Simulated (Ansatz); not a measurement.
# C2H4BrFO: the cost of one run

Computed with Ansatz 0.2.0, Gaussian basis. Level: the settings change from run to run.

**1. The molecule**

The structure was relaxed beforehand with PBE0-D4 in a triple-zeta def2 set.

SMILES `COC(F)Br`, 9 atoms, charge 0, spin multiplicity 1.

Atoms are counted from 1 here; the program's logs count them from 0.

Bond lengths: C1–O2 1.422 Å, C1–H6 1.092 Å, C1–H7 1.088 Å, C1–H8 1.096 Å, O2–C3 1.349 Å, C3–F4 1.362 Å, C3–Br5 1.937 Å, C3–H9 1.095 Å. Angles: O2–C1–H6 111.1°, O2–C1–H7 106.2°, O2–C1–H8 110.7°, H6–C1–H7 109.7°, H6–C1–H8 109.7°, H7–C1–H8 109.4°, C1–O2–C3 113.3°, O2–C3–F4 111.3°, O2–C3–Br5 108.3°, O2–C3–H9 113.7°, F4–C3–Br5 108.6°, F4–C3–H9 107.4°, Br5–C3–H9 107.3°.

**2. wB97M-V/cc-pVTZ-DK**

Set apart from the defaults: multiplicity 3, atoms shaken by 0.03 Å, a grid of angular degree 47, finite nuclei.

Input file in.yaml:

```yaml
crystal:
  periodic: [false, false, false]
  atoms:
    - {symbol: C, position_ang: [-0.140201, -1.042467, -0.618101]}
    - {symbol: O, position_ang: [0.639581, 0.068716, -0.394355]}
    - {symbol: C, position_ang: [0.183673, 0.932731, 0.517181]}
    - {symbol: F, position_ang: [-0.916985, 1.564681, 0.192149]}
    - {symbol: Br, position_ang: [1.514182, 2.173052, 1.056912]}
    - {symbol: H, position_ang: [-1.110318, -0.767974, -1.111771]}
    - {symbol: H, position_ang: [0.422659, -1.682877, -1.367109]}
    - {symbol: H, position_ang: [-0.309653, -1.692165, 0.233216]}
    - {symbol: H, position_ang: [-0.124743, 0.343038, 1.517883]}
basis:
  gaussian: {orbitals: cc-pVTZ-DK, final_grid: {core_spheres: 20, valence_spheres: 16, degree: 47}, nuclear_model: gaussian}
magnetization: {spin_polarized: true, initial_magnetization: 2}
hamiltonian: {xc: {name: wB97M-V}}
```

Started as:

```
> ansatz run in.yaml --threads 4 --pin off --events-out ev --progress --plain --max-ram 10444MiB
```

What time and memory should one allow on 4 threads of AMD EPYC 7B13, shared host?

About 37 s, with a peak of 1.5 GiB.
